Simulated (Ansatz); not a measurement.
HfGe:

```xyz
2
Lattice="3.5008 0.0000 0.0000 0.0000 3.5008 0.0000 0.0000 0.0000 3.5008" Properties=species:S:1:pos:R:3 pbc="T T T"
Hf    0.0000    0.0000    0.0000
Ge    1.7504    1.7504    1.7504
```

The cell was built by a generator and needn't be a form met in nature.

- Program: Ansatz 0.2.0
- Task: relaxation of cell and atoms
- Functional: RPBE
- Potentials or basis: Ansatz PAW
- Cutoff: 420 eV (not typed: the program's choice for these potentials)
- k mesh: 8 × 8 × 8
- Occupations: fermi-dirac, width 0.05 eV
- Spin: no spin polarisation

At the start: volume 21.45 Å³/atom.

Problem. How do energy, volume and symmetry change on relaxing?

Solution. It ends after 5 steps and the volume is 19.28 Å³/atom (-10.1 %); space group Pm-3m (No. 221, to 0.05 Å).

The path:
```csv
step,energy change (eV),largest force (eV/Å),volume (Å³)
1,0.0000,0.0000,42.91
2,-0.1125,0.0000,36.93
3,-0.1360,0.0000,38.87
4,-0.1370,0.0000,38.57
5,-0.1360,0.0000,38.57
```

Final structure:
```cif
data_structure
_symmetry_space_group_name_H-M 'P 1'
_symmetry_Int_Tables_number 1
_cell_length_a 3.3786
_cell_length_b 3.3786
_cell_length_c 3.3786
_cell_angle_alpha 90.000
_cell_angle_beta 90.000
_cell_angle_gamma 90.000
_cell_volume 38.57
loop_
_atom_site_label
_atom_site_type_symbol
_atom_site_fract_x
_atom_site_fract_y
_atom_site_fract_z
_atom_site_occupancy
Hf1 Hf 0.00000 0.00000 0.00000 1
Ge1 Ge 0.50000 0.50000 0.50000 1
```

Caveat: the plane-wave basis is chosen anew once the cell has moved, so the energies of steps on either side of that aren't comparable; the PAW data sets come from PBE, with cores solved anew for the run's functional, which leaves a small shift of forces and pressure.
